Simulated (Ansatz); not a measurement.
# GaH9OSi2: one molecule under many settings

How do the results and run time of GaH9OSi2 respond when the settings are drawn wide?

Method: the settings change from run to run; program: Ansatz 0.2.0, Gaussian basis.

**1. The relaxed structure**

The structure was relaxed beforehand with PBE0-D4 in a triple-zeta def2 set.

SMILES `[SiH3][O+]([SiH3])[GaH3-]`, 13 atoms, charge 0, spin multiplicity 1.

Atoms are counted from 1 here; the program's logs count them from 0.

Bond lengths: Si1–O2 1.676 Å, Si1–H5 1.477 Å, Si1–H6 1.484 Å, Si1–H7 1.479 Å, O2–Si3 1.676 Å, O2–Ga4 2.205 Å, Si3–H8 1.477 Å, Si3–H9 1.484 Å, Si3–H10 1.479 Å, Ga4–H11 1.572 Å, Ga4–H12 1.578 Å, Ga4–H13 1.578 Å. Angles: O2–Si1–H5 107.5°, O2–Si1–H6 107.0°, O2–Si1–H7 109.3°, H5–Si1–H6 111.1°, H5–Si1–H7 111.6°, H6–Si1–H7 110.2°, Si1–O2–Si3 132.8°, Si1–O2–Ga4 113.2°, Si3–O2–Ga4 113.1°, O2–Si3–H8 107.6°, O2–Si3–H9 106.8°, O2–Si3–H10 109.4°, H8–Si3–H9 111.0°, H8–Si3–H10 111.6°, H9–Si3–H10 110.2°, O2–Ga4–H11 98.6°, O2–Ga4–H12 93.6°, O2–Ga4–H13 93.8° and more.

Coordinates:

```xyz
13
charge 0, multiplicity 1
Si   -0.30285    1.54386   -0.80166
O    -0.06493    0.17905    0.14123
Si    0.57792   -0.04897    1.67217
Ga   -0.32345   -1.70318   -0.97716
H    -1.53937    1.33341   -1.58207
H    -0.44662    2.69253    0.12704
H     0.86981    1.74184   -1.68176
H    -0.18820   -1.13244    2.32133
H     0.41256    1.23221    2.40324
H     2.01276   -0.38939    1.55579
H    -1.84004   -1.96114   -0.65568
H     0.78106   -2.46470   -0.14580
H     0.07194   -1.05777   -2.36189
```

**2. HSE06/def2-TZVPP**

Options: a grid of angular degree 47.

File in.yaml:

```yaml
crystal:
  periodic: [false, false, false]
  atoms:
    - {symbol: Si, position_ang: [-0.302849, 1.543860, -0.801657]}
    - {symbol: O, position_ang: [-0.064933, 0.179050, 0.141232]}
    - {symbol: Si, position_ang: [0.577924, -0.048969, 1.672170]}
    - {symbol: Ga, position_ang: [-0.323446, -1.703183, -0.977162]}
    - {symbol: H, position_ang: [-1.539373, 1.333407, -1.582072]}
    - {symbol: H, position_ang: [-0.446619, 2.692526, 0.127043]}
    - {symbol: H, position_ang: [0.869809, 1.741844, -1.681758]}
    - {symbol: H, position_ang: [-0.188198, -1.132437, 2.321330]}
    - {symbol: H, position_ang: [0.412556, 1.232213, 2.403244]}
    - {symbol: H, position_ang: [2.012765, -0.389390, 1.555794]}
    - {symbol: H, position_ang: [-1.840039, -1.961141, -0.655681]}
    - {symbol: H, position_ang: [0.781064, -2.464703, -0.145795]}
    - {symbol: H, position_ang: [0.071941, -1.057774, -2.361888]}
basis:
  gaussian: {orbitals: def2-TZVPP, final_grid: {core_spheres: 20, valence_spheres: 16, degree: 47}}
hamiltonian: {xc: {name: HSE06}}
```

Run with:

```console
ansatz run in.yaml --threads 4 --pin off --events-out ev --progress --plain --max-ram 10444MiB
```

Standard output:

```text
Functional definition: HSE06
  name "HSE06"
  cite "Heyd, Scuseria & Ernzerhof, J. Chem. Phys. 118, 8207 (2003) doi:10.1063/1.1564060"
  cite "Krukau, Vydrov, Izmaylov & Scuseria, J. Chem. Phys. 125, 224106 (2006) doi:10.1063/1.2404663"
  cite "Heyd & Scuseria, J. Chem. Phys. 120, 7274 (2004) doi:10.1063/1.1668634"
  cite "Ernzerhof & Perdew, J. Chem. Phys. 109, 3313 (1998) doi:10.1063/1.476928"
  cite "Perdew, Burke & Ernzerhof, Phys. Rev. Lett. 77, 3865 (1996) doi:10.1103/PhysRevLett.77.3865"
  parent pbe
  parameter a = 0.25
  parameter omega = 0.11/bohr
  # The whole range is PBE's own exchange, as in plane waves. The composition of these papers is wPBEh.
  exchange = pbe_x - a*pbe_x_sr(omega) + a*exact_x_sr(omega)
  correlation = pbe_c
1677 factors; their error is unknown
146 factors; integrals over basis functions are off by at most 6.0e-7 eV
mean field evaluation 1: about -70308.8112 eV, gradient 5.3e1 eV
mean field evaluation 2: about -70298.7954 eV, gradient 9.2e1 eV
mean field evaluation 4: about -70312.9107 eV, gradient 5.3e0 eV
mean field evaluation 8: about -70312.9309 eV, gradient 1.9e-2 eV
mean field -70313.15307120 eV, -2583.9607153996 hartree, gradient 4.2e-5 eV, S^2 0.000000; 0 other end points of the search recorded, 0 dependent functions left out
reference -70313.15312603 eV, -2583.9607174148 hartree; 38, 38 occupied and 251, 251 virtual orbitals, 1677 factors
Total energy: -70313.15312603 eV, -2583.9607174148 hartree
```

It took 7 s on 4 threads of Arm Neoverse V1, shared host; peak memory 0.84 GiB.

**3. PBE0/def2-mTZVPP**

Options: multiplicity 3, D3(BJ) with three-body dispersion, high accuracy.

Edit in.yaml of step 2 so:

```diff
@@ -17,3 +17,5 @@
 basis:
-  gaussian: {orbitals: def2-TZVPP, final_grid: {core_spheres: 20, valence_spheres: 16, degree: 47}}
-hamiltonian: {xc: {name: HSE06}}
+  gaussian: {orbitals: def2-mTZVPP}
+magnetization: {spin_polarized: true, initial_magnetization: 2}
+hamiltonian: {xc: {name: PBE0}, dispersion: d3bjatm}
+accuracy: high
```

The command is unchanged.

Standard output (excerpt; [...] marks lines left out):

```text
Functional definition: PBE0
  name "PBE0"
  cite "Adamo & Barone, J. Chem. Phys. 110, 6158 (1999) doi:10.1063/1.478522"
  cite "Perdew, Burke & Ernzerhof, Phys. Rev. Lett. 77, 3865 (1996) doi:10.1103/PhysRevLett.77.3865"
  parent pbe
[...]
3349 factors; integrals over basis functions are off by at most 1.2e-8 eV
[...]
mean field -70307.41348738 eV, -2583.7497895848 hartree, gradient 5.6e-8 eV, S^2 2.006992; 5 other end points of the search recorded, 0 dependent functions left out
reference -70307.41349163 eV, -2583.7497897409 hartree; 39, 37 occupied and 120, 122 virtual orbitals, 3349 factors
Total energy: -70307.69695134 eV, -2583.7602066931 hartree
```

Wall time 45 s (4 threads of Arm Neoverse V1, shared host); peak memory 1.2 GiB.

⟨S²⟩ 2.007.

**4. wB97X-V/x2c-TZVPPall**

Edit in.yaml of step 3 so:

```diff
@@ -17,5 +17,3 @@
 basis:
-  gaussian: {orbitals: def2-mTZVPP}
-magnetization: {spin_polarized: true, initial_magnetization: 2}
-hamiltonian: {xc: {name: PBE0}, dispersion: d3bjatm}
-accuracy: high
+  gaussian: {orbitals: x2c-TZVPPall}
+hamiltonian: {xc: {name: wB97X-V}}
```

The command is unchanged.

Standard output (excerpt; [...] marks lines left out):

```text
Functional definition: wB97X-V
  name "wB97X-V"
  cite "Mardirossian & Head-Gordon, Phys. Chem. Chem. Phys. 16, 9904 (2014) doi:10.1039/C3CP54374A"
  cite "Becke, J. Chem. Phys. 107, 8554 (1997) doi:10.1063/1.475007"
  cite "Vydrov & Van Voorhis, J. Chem. Phys. 133, 244103 (2010) doi:10.1063/1.3521275"
[...]
      + integral(e_c_pw_opposite_spin*poly(b97_u_opposite, cos0, cos1)) + vv10(b, c)
1686 factors; their error is unknown
400 factors; integrals over basis functions are off by at most 1.0e-5 eV
[...]
mean field -70874.27763802 eV, -2604.5816628863 hartree, gradient 5.1e-5 eV, S^2 0.000000; 0 other end points of the search recorded, 0 dependent functions left out
reference -70874.27763538 eV, -2604.5816627895 hartree; 38, 38 occupied and 251, 251 virtual orbitals, 1686 factors
Total energy: -70874.27763538 eV, -2604.5816627895 hartree
Relativity: scalar
```

Wall time 12 s (4 threads of Arm Neoverse V1, shared host); peak memory 0.96 GiB.

**5. revPBE0/cc-pVDZ**

Set apart from the defaults: charge -1, multiplicity 2, D3(BJ) with three-body dispersion.

Edit in.yaml of step 4 so:

```diff
@@ -17,3 +17,6 @@
 basis:
-  gaussian: {orbitals: x2c-TZVPPall}
-hamiltonian: {xc: {name: wB97X-V}}
+  gaussian: {orbitals: cc-pVDZ}
+total_charge: -1
+magnetization: {spin_polarized: true, initial_magnetization: 1}
+hamiltonian: {xc: {name: revPBE0}, dispersion: d3bjatm}
+output: {forces: true}
```

The command is unchanged.

Standard output (excerpt; [...] marks lines left out):

```text
Functional definition: revPBE0
  name "revPBE0"
  cite "Zhang & Yang, Phys. Rev. Lett. 80, 890 (1998) doi:10.1103/PhysRevLett.80.890"
  cite "Adamo & Barone, J. Chem. Phys. 110, 6158 (1999) doi:10.1063/1.478522"
  cite "Perdew, Burke & Ernzerhof, Phys. Rev. Lett. 77, 3865 (1996) doi:10.1103/PhysRevLett.77.3865"
[...]
1200 factors; integrals over basis functions are off by at most 1.0e-3 eV
[...]
mean field -70318.27111646 eV, -2584.1488000940 hartree, gradient 1.2e-5 eV, S^2 0.753697; 0 other end points of the search recorded, 0 dependent functions left out
[...]
reference -70318.27116614 eV, -2584.1488019197 hartree; 39, 38 occupied and 83, 84 virtual orbitals, 1200 factors
Total energy: -70318.91619268 eV, -2584.1725062079 hartree
Atom 0 at    -0.302849     1.543860    -0.801657 Å, force    -0.093328     1.234621    -0.848491 eV/Å
[...]
Atom 3 at    -0.323446    -1.703183    -0.977162 Å, force    -0.007195    -0.201481    -0.125031 eV/Å
Atom 4 at    -1.539373     1.333407    -1.582072 Å, force    -0.280544    -0.028226    -0.187180 eV/Å
Atom 5 at    -0.446619     2.692526     0.127043 Å, force    -0.047121     0.341095     0.200664 eV/Å
Atom 6 at     0.869809     1.741844    -1.681758 Å, force     0.239578     0.159778    -0.263215 eV/Å
Atom 7 at    -0.188198    -1.132437     2.321330 Å, force    -0.161514    -0.246316     0.172072 eV/Å
Atom 8 at     0.412556     1.232213     2.403244 Å, force    -0.020252     0.315537     0.242742 eV/Å
Atom 9 at     2.012765    -0.389390     1.555794 Å, force     0.365790    -0.083244     0.099826 eV/Å
Atom 10 at    -1.840039    -1.961141    -0.655681 Å, force    -0.242119    -0.112859     0.005675 eV/Å
Atom 11 at     0.781064    -2.464703    -0.145795 Å, force     0.130836    -0.171957     0.068386 eV/Å
Atom 12 at     0.071941    -1.057774    -2.361888 Å, force     0.037211     0.014946    -0.224899 eV/Å
Dipole moment:     0.036041     0.332097     0.202424 e Å
```

It took 4.9 s on 4 threads of Arm Neoverse V1, shared host; peak memory 0.46 GiB.

Largest force 1.501 eV/Å, ⟨S²⟩ 0.754.

**6. wB97/aug-cc-pVTZ**

Edit in.yaml of step 5 so:

```diff
@@ -17,6 +17,4 @@
 basis:
-  gaussian: {orbitals: cc-pVDZ}
-total_charge: -1
-magnetization: {spin_polarized: true, initial_magnetization: 1}
-hamiltonian: {xc: {name: revPBE0}, dispersion: d3bjatm}
+  gaussian: {orbitals: aug-cc-pVTZ}
+hamiltonian: {xc: {name: wB97}}
 output: {forces: true}
```

Launched as before.

Standard output (excerpt; [...] marks lines left out):

```text
Functional definition: wB97
  name "wB97"
  cite "Chai & Head-Gordon, J. Chem. Phys. 128, 084106 (2008) doi:10.1063/1.2834918"
  cite "Becke, J. Chem. Phys. 107, 8554 (1997) doi:10.1063/1.475007"
[...]
  # The coefficients of nought are those of the uniform gas.
[...]
      + integral(e_c_pw_opposite_spin*poly(b97_u_opposite, 1, cos1, cos2, cos3, cos4))
1900 factors; their error is unknown
957 factors; integrals over basis functions are off by at most 2.3e-5 eV
[...]
mean field -70334.19502592 eV, -2584.7339929728 hartree, gradient 2.4e-5 eV, S^2 0.000000; 0 other end points of the search recorded, 0 dependent functions left out
[...]
reference -70334.19500438 eV, -2584.7339921815 hartree; 38, 38 occupied and 374, 374 virtual orbitals, 1900 factors
Total energy: -70334.19500438 eV, -2584.7339921815 hartree
[...]
Atom 3 at    -0.323446    -1.703183    -0.977162 Å, force    -0.010766    -0.099516    -0.058836 eV/Å
Atom 4 at    -1.539373     1.333407    -1.582072 Å, force     0.023341     0.010067     0.003530 eV/Å
Atom 5 at    -0.446619     2.692526     0.127043 Å, force     0.006698    -0.012098    -0.009989 eV/Å
Atom 6 at     0.869809     1.741844    -1.681758 Å, force    -0.022883    -0.001371     0.009447 eV/Å
Atom 7 at    -0.188198    -1.132437     2.321330 Å, force     0.021580     0.013574    -0.004530 eV/Å
Atom 8 at     0.412556     1.232213     2.403244 Å, force     0.005820    -0.011848    -0.009682 eV/Å
Atom 9 at     2.012765    -0.389390     1.555794 Å, force    -0.024342     0.001526     0.007091 eV/Å
Atom 10 at    -1.840039    -1.961141    -0.655681 Å, force     0.192523     0.025843    -0.045450 eV/Å
Atom 11 at     0.781064    -2.464703    -0.145795 Å, force    -0.140474     0.073672    -0.114699 eV/Å
Atom 12 at     0.071941    -1.057774    -2.361888 Å, force    -0.053685    -0.097957     0.159984 eV/Å
Dipole moment:     0.102395     0.509749     0.291358 e Å
```

Wall time 28 s (4 threads of Arm Neoverse V1, shared host); peak memory 1.9 GiB.

Largest force 0.397 eV/Å, dipole 2.86 D.

**7. HSE06/aug-pcseg-2**

Options: D4 dispersion, high accuracy.

Edit in.yaml of step 6 so:

```diff
@@ -17,4 +17,5 @@
 basis:
-  gaussian: {orbitals: aug-cc-pVTZ}
-hamiltonian: {xc: {name: wB97}}
+  gaussian: {orbitals: aug-pcseg-2}
+hamiltonian: {xc: {name: HSE06}, dispersion: d4}
+accuracy: high
 output: {forces: true}
```

The command is unchanged.

Standard output (excerpt; [...] marks lines left out):

```text
Functional definition: HSE06
  name "HSE06"
  cite "Heyd, Scuseria & Ernzerhof, J. Chem. Phys. 118, 8207 (2003) doi:10.1063/1.1564060"
  cite "Krukau, Vydrov, Izmaylov & Scuseria, J. Chem. Phys. 125, 224106 (2006) doi:10.1063/1.2404663"
  cite "Heyd & Scuseria, J. Chem. Phys. 120, 7274 (2004) doi:10.1063/1.1668634"
  cite "Ernzerhof & Perdew, J. Chem. Phys. 109, 3313 (1998) doi:10.1063/1.476928"
  cite "Perdew, Burke & Ernzerhof, Phys. Rev. Lett. 77, 3865 (1996) doi:10.1103/PhysRevLett.77.3865"
  parent pbe
[...]
  # The whole range is PBE's own exchange, as in plane waves. The composition of these papers is wPBEh.
[...]
6250 factors; integrals over basis functions are off by at most 4.6e-9 eV
259 factors; integrals over basis functions are off by at most 2.0e-9 eV
[...]
Atom 3 at    -0.323446    -1.703183    -0.977162 Å, force    -0.006906    -0.027089    -0.014911 eV/Å
Atom 4 at    -1.539373     1.333407    -1.582072 Å, force     0.004803     0.003073    -0.000076 eV/Å
Atom 5 at    -0.446619     2.692526     0.127043 Å, force     0.001516    -0.001887    -0.002294 eV/Å
Atom 6 at     0.869809     1.741844    -1.681758 Å, force    -0.002827     0.000853     0.001691 eV/Å
Atom 7 at    -0.188198    -1.132437     2.321330 Å, force     0.004726     0.002241     0.000234 eV/Å
Atom 8 at     0.412556     1.232213     2.403244 Å, force     0.001871    -0.002255    -0.001499 eV/Å
Atom 9 at     2.012765    -0.389390     1.555794 Å, force    -0.002744     0.001431     0.001720 eV/Å
Atom 10 at    -1.840039    -1.961141    -0.655681 Å, force     0.044678     0.006146    -0.010005 eV/Å
Atom 11 at     0.781064    -2.464703    -0.145795 Å, force    -0.030580     0.019736    -0.024301 eV/Å
Atom 12 at     0.071941    -1.057774    -2.361888 Å, force    -0.011470    -0.019294     0.037543 eV/Å
Dipole moment:     0.097940     0.486906     0.278231 e Å
```

Wall time 1.8 min (4 threads of Arm Neoverse V1, shared host); peak memory 6.9 GiB.

Largest force 0.046 eV/Å, dipole 2.73 D.

**8. wPBEh/aug-cc-pVTZ**

Edit in.yaml of step 7 so:

```diff
@@ -17,5 +17,3 @@
 basis:
-  gaussian: {orbitals: aug-pcseg-2}
-hamiltonian: {xc: {name: HSE06}, dispersion: d4}
-accuracy: high
-output: {forces: true}
+  gaussian: {orbitals: aug-cc-pVTZ}
+hamiltonian: {xc: {name: wPBEh}}
```

Launched as before.

Standard output (excerpt; [...] marks lines left out):

```text
Functional definition: wPBEh
  name "wPBEh"
  cite "Heyd, Scuseria & Ernzerhof, J. Chem. Phys. 118, 8207 (2003) doi:10.1063/1.1564060"
  cite "Krukau, Vydrov, Izmaylov & Scuseria, J. Chem. Phys. 125, 224106 (2006) doi:10.1063/1.2404663"
  cite "Heyd & Scuseria, J. Chem. Phys. 120, 7274 (2004) doi:10.1063/1.1668634"
  cite "Ernzerhof & Perdew, J. Chem. Phys. 109, 3313 (1998) doi:10.1063/1.476928"
  cite "Perdew, Burke & Ernzerhof, Phys. Rev. Lett. 77, 3865 (1996) doi:10.1103/PhysRevLett.77.3865"
  parent pbe
[...]
1982 factors; their error is unknown
176 factors; integrals over basis functions are off by at most 2.4e-6 eV
[...]
mean field -70315.62647869 eV, -2584.0516114484 hartree, gradient 6.5e-5 eV, S^2 0.000000; 0 other end points of the search recorded, 0 dependent functions left out
reference -70315.62655253 eV, -2584.0516141621 hartree; 38, 38 occupied and 374, 374 virtual orbitals, 1982 factors
Total energy: -70315.62655253 eV, -2584.0516141621 hartree
```

It took 16 s on 4 threads of Arm Neoverse V1, shared host; peak memory 1.6 GiB.

**9. BHLYP/x2c-TZVPPall**

Options: D3(BJ) dispersion.

Edit in.yaml of step 8 so:

```diff
@@ -17,3 +17,4 @@
 basis:
-  gaussian: {orbitals: aug-cc-pVTZ}
-hamiltonian: {xc: {name: wPBEh}}
+  gaussian: {orbitals: x2c-TZVPPall}
+hamiltonian: {xc: {name: BHLYP}, dispersion: d3bj}
+output: {forces: true}
```

Launched as before.

Standard output (excerpt; [...] marks lines left out):

```text
Functional definition: BHLYP
  name "BHLYP"
  cite "Becke, J. Chem. Phys. 98, 1372 (1993) doi:10.1063/1.464304"
  cite "Becke, Phys. Rev. A 38, 3098 (1988) doi:10.1103/PhysRevA.38.3098"
  cite "Lee, Yang & Parr, Phys. Rev. B 37, 785 (1988) doi:10.1103/PhysRevB.37.785"
[...]
1800 factors; their error is unknown
[...]
mean field -70879.66406919 eV, -2604.7796105809 hartree, gradient 4.5e-5 eV, S^2 0.000000; 0 other end points of the search recorded, 0 dependent functions left out
[...]
reference -70879.66429507 eV, -2604.7796188818 hartree; 38, 38 occupied and 251, 251 virtual orbitals, 1800 factors
Total energy: -70880.15098138 eV, -2604.7975042738 hartree
Relativity: scalar
Atom 0 at    -0.302849     1.543860    -0.801657 Å, force    -0.010633    -0.062378     0.077834 eV/Å
Atom 1 at    -0.064933     0.179050     0.141232 Å, force     0.127043     0.254107     0.118687 eV/Å
[...]
Atom 3 at    -0.323446    -1.703183    -0.977162 Å, force     0.002180    -0.065726    -0.040707 eV/Å
Atom 4 at    -1.539373     1.333407    -1.582072 Å, force     0.265360     0.046733     0.163431 eV/Å
Atom 5 at    -0.446619     2.692526     0.127043 Å, force     0.030657    -0.233125    -0.192327 eV/Å
Atom 6 at     0.869809     1.741844    -1.681758 Å, force    -0.243440    -0.045661     0.189278 eV/Å
Atom 7 at    -0.188198    -1.132437     2.321330 Å, force     0.165918     0.229318    -0.137364 eV/Å
Atom 8 at     0.412556     1.232213     2.403244 Å, force     0.036851    -0.262468    -0.147504 eV/Å
Atom 9 at     2.012765    -0.389390     1.555794 Å, force    -0.302869     0.074471     0.018787 eV/Å
Atom 10 at    -1.840039    -1.961141    -0.655681 Å, force     0.244475     0.038854    -0.053290 eV/Å
Atom 11 at     0.781064    -2.464703    -0.145795 Å, force    -0.185027     0.110439    -0.147847 eV/Å
Atom 12 at     0.071941    -1.057774    -2.361888 Å, force    -0.067753    -0.121112     0.220212 eV/Å
Dipole moment:     0.099966     0.499950     0.285742 e Å
```

Wall time 8.5 s (4 threads of Arm Neoverse V1, shared host); peak memory 1.1 GiB.

Largest force 0.315 eV/Å, dipole 2.81 D.

**10. B2GP-PLYP/cc-pVDZ**

Edit in.yaml of step 9 so:

```diff
@@ -17,4 +17,3 @@
 basis:
-  gaussian: {orbitals: x2c-TZVPPall}
-hamiltonian: {xc: {name: BHLYP}, dispersion: d3bj}
-output: {forces: true}
+  gaussian: {orbitals: cc-pVDZ}
+hamiltonian: {xc: {name: B2GP-PLYP}}
```

Launched as before.

Standard output (excerpt; [...] marks lines left out):

```text
Functional definition: B2GP-PLYP
  name "B2GP-PLYP"
  cite "Karton, Tarnopolsky, Lamère, Schatz & Martin, J. Phys. Chem. A 112, 12868 (2008) doi:10.1021/jp801805p"
  cite "Becke, Phys. Rev. A 38, 3098 (1988) doi:10.1103/PhysRevA.38.3098"
  cite "Lee, Yang & Parr, Phys. Rev. B 37, 785 (1988) doi:10.1103/PhysRevB.37.785"
[...]
1200 factors; integrals over basis functions are off by at most 1.0e-3 eV
[...]
mean field -70294.03317442 eV, -2583.2580721528 hartree, gradient 1.8e-6 eV, S^2 0.000000; 0 other end points of the search recorded, 0 dependent functions left out
20 core orbitals not correlated: weight in the atoms' cores, before any rotation towards them, 1.000 or more for the frozen orbitals, at most 0.000 for the correlated occupied ones
reference -70294.03332787 eV, -2583.2580777920 hartree; 18, 18 occupied and 84, 84 virtual orbitals, 1200 factors
second order -15.84733913 eV of doubles, -0.00000000 eV of singles
Total energy: -70299.73836995 eV, -2583.4677342217 hartree
```

Run time: 3 s. Hardware: 4 threads of Arm Neoverse V1, shared host; peak memory 0.31 GiB.

**11. All runs side by side**

```
               level  charge  multiplicity  geometry  functions  energy (eV)     time
    HSE06/def2-TZVPP       0             1   relaxed        289   -70313.153      7 s
    PBE0/def2-mTZVPP       0             3   relaxed        159   -70307.697     45 s
wB97X-V/x2c-TZVPPall       0             1   relaxed        289   -70874.278     12 s
     revPBE0/cc-pVDZ      -1             2   relaxed        122   -70318.916    4.9 s
    wB97/aug-cc-pVTZ       0             1   relaxed        412   -70334.195     28 s
   HSE06/aug-pcseg-2       0             1   relaxed        412   -70314.750  1.8 min
   wPBEh/aug-cc-pVTZ       0             1   relaxed        412   -70315.627     16 s
  BHLYP/x2c-TZVPPall       0             1   relaxed        289   -70880.151    8.5 s
   B2GP-PLYP/cc-pVDZ       0             1   relaxed        122   -70299.738      3 s
```

**12. Outcome**

```
                                         quantity                       value
                                             runs                           9
                                         quickest      B2GP-PLYP/cc-pVDZ, 3 s
                                          slowest  HSE06/aug-pcseg-2, 1.8 min
spread of total energies, same state and geometry                    580.4 eV
                  dipole, same state and geometry              2.73 to 2.86 D
```

**Reading.** HSE06/aug-pcseg-2 took 37 times as long as B2GP-PLYP/cc-pVDZ. The jobs differ in tasks and options as well as level. Total energies at one charge and spin differ by 580 eV between levels, so only differences within one level mean anything. Some of these runs are scalar-relativistic and others not, which shifts the totals of all-electron atoms past neon by eV; core potentials, where a basis has them, take the core out of the total altogether. At the PBE0-D4/def2-TZVP geometry and in the same state, runs without warnings or point charges leave forces up to 0.40 eV/Å (wB97/aug-cc-pVTZ). At that geometry and state the dipole changes by 5 % between the lowest and highest value.
